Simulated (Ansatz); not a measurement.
Run this with the Python package of Ansatz (0.2.0) and show what comes out.

Script `lu.py`:
```python
"""Enthalpies of two structures of Lu under pressure."""

import ansatz as az
import numpy as np

FUNCTIONAL = "PBEsol"
DISPERSION = "d3bjatm"
BETA = 0.4
TOLERANCE = 1e-07
MAX_SCF = 200
KSPACING = 0.39
SMEARING = "fermi_dirac"
WIDTH_EV = 0.05


def diamond(A, a):
    return az.Crystal.diamond(A, a=a)


def fcc(A, a):
    return (
        az.Lattice.fcc(a)
        .space_group(225)
        .atom(A, (0, 0, 0))
        .primitive()
    )


def compute(name, crystal, pressure=0.0):
    calc = (
        crystal.calculation()
        .functional(FUNCTIONAL, dispersion=DISPERSION)
        .pseudopotentials("nc")
        .mixing("broyden", ndim=4, beta=BETA)
        .scf(tolerance=TOLERANCE, max_iterations=MAX_SCF)
        .kpoints(spacing=KSPACING)
        .occupations(SMEARING, width=WIDTH_EV)
    )
    calc = calc.relax(force_tolerance=0.02, max_steps=60, cell=True, pressure=pressure)
    return calc.run()


def volume_per_atom(outcome):
    return abs(np.linalg.det(outcome.lattice.cell_ang)) / len(outcome.lattice.sites)

phases = {}
phases["diamond"] = diamond("Lu", 6.74)
phases["fcc"] = fcc("Lu", 4.9)

# H = E + PV, with 1 eV per cubic angstrom equal to 160.2 GPa
pressures = [0, 20, 40, 60]
enthalpy, volume = {name: [] for name in phases}, {name: [] for name in phases}
for p in pressures:
    for name, crystal in phases.items():
        o = compute(name, crystal, pressure=p)
        volume[name].append(volume_per_atom(o))
        enthalpy[name].append(o.report["energy_sigma0_ev"] / len(o.lattice.sites) + p * volume[name][-1] / 160.21766)
gap = np.array(enthalpy["fcc"]) - np.array(enthalpy["diamond"])
rows = [(p, va, vb, 1000 * d) for p, va, vb, d in zip(pressures, volume["diamond"], volume["fcc"], gap)]
print("   P (GPa)  V diamond (A^3/atom)  V fcc (A^3/atom)  H(fcc) - H(diamond) (meV/atom)")
for row in rows:
    print(f"{row[0]:10d}  {row[1]:20.3f}  {row[2]:16.3f}  {row[3]:+30.1f}")
crossings = [p0 - g0 * (p1 - p0) / (g1 - g0) for p0, p1, g0, g1 in zip(pressures, pressures[1:], gap, gap[1:]) if g0 * g1 < 0]
print("crossing near", [round(float(p), 1) for p in crossings], "GPa") if crossings else print("no crossing in this range")
```

Running `python lu.py` prints:
```text
DeckWarning: basis.ecutwfc = 1360.569312 eV, auto-derived from the records' recommended cutoffs: set by Lu (normal level)
DeckWarning: relax.cell: scf.convergence.dr2_threshold = 1e-7 eV (the SCF's general default) is looser than the 2e-10 eV advised for a relaxation that steers and ends on the stress (1e-10 eV for each atom of the cell: 2). What an SCF threshold leaves in a stress goes as its square root, and in the free energy as the [...]
DeckWarning: relax.cell: scf.convergence.dr2_threshold = 1e-7 eV (the SCF's general default) is looser than the 1e-10 eV advised for a relaxation that steers and ends on the stress (1e-10 eV for each atom of the cell: 1). What an SCF threshold leaves in a stress goes as its square root, and in the free energy as the [...]
   P (GPa)  V diamond (A^3/atom)  V fcc (A^3/atom)  H(fcc) - H(diamond) (meV/atom)
         0                43.427            25.903                         -2261.3
        20                22.290            20.041                         -2865.2
        40                18.959            17.498                         -3079.3
        60                16.950            15.865                         -3228.3
no crossing in this range
```
(Warnings from the package without file and line, shortened.)

What to keep in mind:
- These settings explore the input space; cutoff and mesh may be short of convergence.
- At a fixed pressure a relaxation lowers the enthalpy F + PV, while F alone can rise.
- Dispersion corrections can be off by several per cent in the lattices of metals, and by several GPa in the pressure at a fixed cell.
- For the metals among these phases the mesh is modest: differences between phases can be off by up to 40 meV an atom.
- Only these two structures are compared, at zero temperature and with their symmetry kept; either may be hypothetical, and another phase may be lower than both. Differences under about 40 meV an atom lie within the error of mesh and functional.
- The cells are prototypes set up for this calculation and needn't exist.
- It ran for 3.2 min on 1 thread of Arm Neoverse V2 (shared host), peak memory 0.6 GiB.
